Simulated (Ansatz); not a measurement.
# GeH₄ (singlet): from Hartree-Fock to the top rungs at a displaced geometry (v2), cc-pVTZ

One table from this session's results is given with a row withheld; the runs are named, their logs left out.

Computed with Ansatz 0.2.0, Gaussian basis. Level: cc-pVTZ, core rule «outside noble gas», up to 14 orbitals frozen.

To be run: UHF; CCSD(T) on RHF; BCCD(T) on RHF; CCSDT(Q) on RHF; CASSCF and NEVPT2, 8 electrons in 8 orbitals.

11 further runs of the same task are left out: 4 that didn't finish, 7 set aside as unsound or not needed.

### What is computed

The geometry is a PBE0/def2-TZVP stationary point (not a proven minimum) with its atoms shifted at random (size 0.100 Å). No spin-orbit coupling is included. The filled d shell of Ge may be among the frozen orbitals whatever the setting's name suggests; the logs give the count.

5 atoms, charge 0, spin multiplicity 1.

Atoms are counted from 1 here; the program's logs count them from 0.

Bond lengths: Ge1–H2 1.458 Å, Ge1–H3 1.602 Å, Ge1–H4 1.480 Å, Ge1–H5 1.584 Å. Angles: H2–Ge1–H3 107.9°, H2–Ge1–H4 108.8°, H2–Ge1–H5 121.0°, H3–Ge1–H4 105.5°, H3–Ge1–H5 106.5°, H4–Ge1–H5 106.1°.

Set-up of the first run:

Input file in.yaml:

```yaml
crystal:
  periodic: [false, false, false]
  atoms:
    - {symbol: Ge, position_ang: [0.004818, 0.002543, 0.000587]}
    - {symbol: H, position_ang: [0.724268, 0.898116, 0.898227]}
    - {symbol: H, position_ang: [-0.971322, -0.905528, 0.889661]}
    - {symbol: H, position_ang: [-0.884152, 0.807737, -0.867010]}
    - {symbol: H, position_ang: [0.784001, -0.983601, -0.963153]}
basis:
  gaussian: {orbitals: cc-pVTZ}
magnetization: {spin_polarized: true, initial_magnetization: 0}
hamiltonian: {xc: hf}
output: {orbitals: {seedname: orbitals}}
```

Command:

```
$ ansatz run in.yaml --threads 1 --pin off --events-out ev --progress --plain --max-ram 2393MiB
```

Steps of the session up to this table: UHF; CCSD(T) on RHF; BCCD(T) on RHF; CCSDT(Q) on RHF; CASSCF and NEVPT2, 8 electrons in 8 orbitals.

One table of the session follows, with a row left open; its other results are not shown here.

| method | from RCCSDT(Q) (kJ/mol) |
| --- | --- |
| RHF | +451.2 |
| RMP2 | +86.8 |
| RCCSD | +11.6 |
| RCCSD(T) | +2.0 |
| BCCD(T) | +1.9 |
| RCCSDT | +0.2 |
| RCCSDT(Q) | 0 |
| CASSCF valence | ? |
| NEVPT2 valence | +85.1 |

Q: Estimate the row for CASSCF valence from the others.

**Answer.** from RCCSDT(Q) (kJ/mol): +297.1. In the column «from RCCSDT(Q) (kJ/mol)» it lies between RMP2 (+86.8) and RHF (+451.2).
